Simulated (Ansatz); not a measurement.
**HfN+ (triplet): the correlation ladder, def2-SVP**

The task here is to estimate one member of a computed series from the others.

Program: Ansatz 0.2.0, Gaussian basis. Level of theory: def2-SVP, core rule «outside noble gas», up to 5 orbitals frozen. These are calculated values, not measurements.

Plan: UHF; CCSD(T) on ROHF; CCSD(T) on UHF; CISD as a restricted active space (open shells left free, so some higher excitations enter); CCSDT(Q) on ROHF; CCSDT(Q) on UHF.

5 further runs of the same task are left out: 4 for a known fault of the program, 1 set aside as unsound or not needed. Runs told in other sessions of the task aren't counted.

## The system

The geometry is a PBE0/def2-TZVP stationary point (not a proven minimum) of the parent state, kept for this charge and spin. No spin-orbit coupling is included. Elements past krypton take def2 core potentials.

2 atoms, charge 1, spin multiplicity 3.

Atoms are counted from 1 here; the program's logs count them from 0.

Bond lengths: Hf1–N2 1.677 Å.

The first run:

The input, in.yaml:

```yaml
crystal:
  periodic: [false, false, false]
  atoms:
    - {symbol: Hf, position_ang: [0.000000, 0.000000, 0.000000]}
    - {symbol: N, position_ang: [0.000000, 0.000000, 1.676600]}
basis:
  gaussian: {orbitals: def2-SVP}
total_charge: 1
magnetization: {spin_polarized: true, initial_magnetization: 2}
hamiltonian: {xc: hf}
output: {orbitals: {seedname: orbitals}}
```

The run is started by

```bash
> ansatz run in.yaml --threads 1 --pin off --events-out ev --progress --plain --max-ram 2393MiB
```

Steps of the session up to this table: UHF; CCSD(T) on ROHF; CCSD(T) on UHF; CISD as a restricted active space (open shells left free, so some higher excitations enter); CCSDT(Q) on ROHF; CCSDT(Q) on UHF.

One table of the session follows, with a row left open; its other results are not shown here.

```
   method  from RCCSDT(Q) (meV)
     ROHF               +6074.1
      UHF               +5907.1
     RMP2                +339.2
     UMP2                +390.4
    RCCSD                +342.2
    UCCSD                +305.3
 RCCSD(T)                 +24.1
 UCCSD(T)                  +1.4
   RCCSDT                     ?
   UCCSDT                 -14.0
RCCSDT(Q)                     0
UCCSDT(Q)                 -38.7
```

Q: Estimate the row for RCCSDT from the others.

As computed: from RCCSDT(Q) (meV): +15.0. In the column «from RCCSDT(Q) (meV)» it lies between UCCSD(T) (+1.4) and RCCSD(T) (+24.1).

Not comparable, so not listed: CISD as a restricted active space (open shells left free, so some higher excitations enter) (they don't share determinant, frozen orbitals or solution with the rows shown, or repeat one).

Limits of these values: Restricted and unrestricted rows rest on different reference determinants; a gap between their highest levels can come from leftover correlation error, from unlike frozen cores or from another state.
